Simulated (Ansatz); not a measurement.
# HfH₂ (triplet): from Hartree-Fock to the top rungs, def2-TZVP

Aim: climb from Hartree-Fock through coupled cluster for HfH₂ (triplet) at one geometry and basis, and see what each rung misses.

The runs use Ansatz 0.2.0, Gaussian basis; def2-TZVP, core rule «outside noble gas», up to 4 orbitals frozen.

Plan: UHF; CCSD(T) on ROHF; CCSD(T) on UHF; CISD; CCSDT(Q) on ROHF; CCSDT(Q) on UHF; CISDTQ; Full CI.

8 further runs of the same task are left out: 6 for a known fault of the program, 2 set aside as unsound or not needed.

### Step 1. The geometry

The geometry is a PBE0/def2-TZVP stationary point (not a proven minimum) of the parent state, kept for this charge and spin. No spin-orbit coupling is included. Elements past krypton take def2 core potentials.

3 atoms, charge 0, spin multiplicity 3.

Atoms are counted from 1 here; the program's logs count them from 0.

Bond lengths: Hf1–H2 1.912 Å, Hf1–H3 1.912 Å. Angles: H2–Hf1–H3 180.0°.

As a file:

| atom | x (Å) | y (Å) | z (Å) |
| --- | --- | --- | --- |
| Hf1 | 0.0000 | 0.0000 | 0.0000 |
| H2 | 0.0000 | 0.0000 | -1.9118 |
| H3 | 0.0000 | 0.0000 | 1.9118 |

### Step 2. UHF

Input file in.yaml:

```yaml
crystal:
  periodic: [false, false, false]
  atoms:
    - {symbol: Hf, position_ang: [0.000000, 0.000000, 0.000000]}
    - {symbol: H, position_ang: [0.000000, 0.000000, -1.911800]}
    - {symbol: H, position_ang: [0.000000, 0.000000, 1.911800]}
basis:
  gaussian: {orbitals: def2-TZVP}
magnetization: {spin_polarized: true, initial_magnetization: 2}
hamiltonian: {xc: hf}
output: {orbitals: {seedname: orbitals}}
```

Command:

```bash
$ ansatz run in.yaml --threads 1 --pin off --events-out ev --progress --plain --max-ram 4096MiB --backend cpu
```

After this run come: CCSD(T) on ROHF; CCSD(T) on UHF; CISD; CCSDT(Q) on ROHF; CCSDT(Q) on UHF; CISDTQ; Full CI.

Q: Predict the results of all the runs planned. Wanted: FCI below the RHF energy; RMP2 from FCI; UMP2 from FCI; RCCSD from FCI; RCCSD(T) from FCI; UCCSD(T) from FCI; RCCSDT(Q) from FCI; UCCSDT(Q) from FCI; T1 diagnostic.

As calculated:

| quantity | value |
| --- | --- |
| FCI below the RHF energy | -2.2864 eV |
| RMP2 from FCI | +561.2 meV |
| UMP2 from FCI | +492.1 meV |
| RCCSD from FCI | +57.2 meV |
| RCCSD(T) from FCI | +17.1 meV |
| UCCSD(T) from FCI | -50.3 meV |
| RCCSDT(Q) from FCI | -0.3 meV |
| UCCSDT(Q) from FCI | -67.4 meV |
| levels within 1 kcal/mol (43 meV) | UCCSD, RCCSD(T), RCCSDT, CISDTQ, RCCSDT(Q) |
| T1 diagnostic | 0.013 |
| effectively unpaired electrons | 2.03 |

In words: RCCSD(T) misses by +17.1 meV, 0.7 % of the correlation energy. CCSD(T) misses by +17.1 meV on the restricted determinant and by -50.3 meV on the unrestricted one; the two need not hold the same state or core. UCCSD, UCCSD(T), UCCSDT, UCCSDT(Q) fall below full CI: unrestricted runs freeze a spin-polarised core, another one than full CI's, and coupled cluster isn't variational. One determinant dominates. These misses are within one basis, not against nature; the frozen cores of restricted and unrestricted runs differ, which can shift their rows.
